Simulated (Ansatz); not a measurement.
# FH10N4STa: the cost of one run

All numbers below are computed with Ansatz 0.2.0 (RKS PBE/def2-SVP).

**1. The system as given**

Bond lengths (14 of 15 bonds, heavy atoms first): Ta1–N2 2.510 Å, Ta1–F5 1.930 Å, Ta1–N6 2.160 Å, Ta1–N9 2.160 Å, Ta1–N12 2.160 Å, Ta1–S15 2.800 Å, N2–H3 1.060 Å, N2–H4 1.060 Å, N6–H7 1.060 Å, N6–H8 1.060 Å, N9–H10 1.060 Å, N9–H11 1.060 Å, N12–H13 1.060 Å, N12–H14 1.060 Å. Angles (14 of 28 angles, heavy atoms first): N2–Ta1–F5 90.0°, N2–Ta1–N6 90.0°, N2–Ta1–N9 120.0°, N2–Ta1–N12 120.0°, N2–Ta1–S15 71.6°, F5–Ta1–N6 180.0°, F5–Ta1–N9 90.0°, F5–Ta1–N12 90.0°, F5–Ta1–S15 59.6°, N6–Ta1–N9 90.0°, N6–Ta1–N12 90.0°, N6–Ta1–S15 120.4°, N9–Ta1–N12 120.0°, N9–Ta1–S15 148.6°.

Structure file:

```xyz
17

Ta    0.0000    0.0000    0.0000
N     2.5100    0.0000    0.0000
H     3.0400   -0.5118    0.7620
H     3.0400    0.5118   -0.7620
F     0.0000    0.0000    1.9300
N     0.0000    0.0000   -2.1600
H    -0.6116   -0.6845   -2.6900
H     0.6116    0.6845   -2.6900
N    -1.0800    1.8706    0.0000
H    -1.6414    2.1584    0.8518
H    -1.0486    2.5007   -0.8518
N    -1.0800   -1.8706    0.0000
H    -1.8056   -2.0636    0.7482
H    -0.8844   -2.5955   -0.7482
S     0.8829   -2.2490    1.4151
H     0.0982   -3.3559    1.0702
H     2.1891   -1.1728    0.7379
```

**2. Pulling towards end A**

Springs on the bonds that form and break draw the guess towards this end; the thresholds are loose.

input.yaml

```yaml
crystal:
  periodic: [false, false, false]
  atoms:
    - { symbol: Ta, position_ang: [0.0, 0.0, 0.0] }
    - { symbol: "N", position_ang: [2.51, 0.0, 0.0] }
    - { symbol: H, position_ang: [3.04, -0.5118, 0.762] }
    - { symbol: H, position_ang: [3.04, 0.5118, -0.762] }
    - { symbol: F, position_ang: [0.0, 0.0, 1.93] }
    - { symbol: "N", position_ang: [0.0, 0.0, -2.16] }
    - { symbol: H, position_ang: [-0.6116, -0.6845, -2.69] }
    - { symbol: H, position_ang: [0.6116, 0.6845, -2.69] }
    - { symbol: "N", position_ang: [-1.08, 1.8706, 0.0] }
    - { symbol: H, position_ang: [-1.6414, 2.1584, 0.8518] }
    - { symbol: H, position_ang: [-1.0486, 2.5007, -0.8518] }
    - { symbol: "N", position_ang: [-1.08, -1.8706, 0.0] }
    - { symbol: H, position_ang: [-1.8056, -2.0636, 0.7482] }
    - { symbol: H, position_ang: [-0.8844, -2.5955, -0.7482] }
    - { symbol: S, position_ang: [0.8829, -2.249, 1.4151] }
    - { symbol: H, position_ang: [0.0982, -3.3559, 1.0702] }
    - { symbol: H, position_ang: [2.1891, -1.1728, 0.7379] }
basis:
  gaussian: { orbitals: def2-SVP }
hamiltonian:
  xc: pbe
relax:
  f_tol: 0.15
  max_steps: 25
  restrain:
    - { distance: [0, 14], at: 3.7, k: 30.0 }
    - { distance: [16, 1], at: 2.26, k: 30.0 }
    - { distance: [0, 1], at: 2.16, k: 30.0 }
    - { distance: [16, 14], at: 1.4, k: 30.0 }
output:
  orbitals: {}
```

The run is started by

```
$ ansatz run input.yaml --threads 4 --pin off --max-ram 5120MiB --backend cpu --events-out ev --progress --plain --runs-dir out
```

What time and memory should one allow on 4 threads of Arm Neoverse V2, shared host?

About 68 s, with a peak of 0.27 GiB.
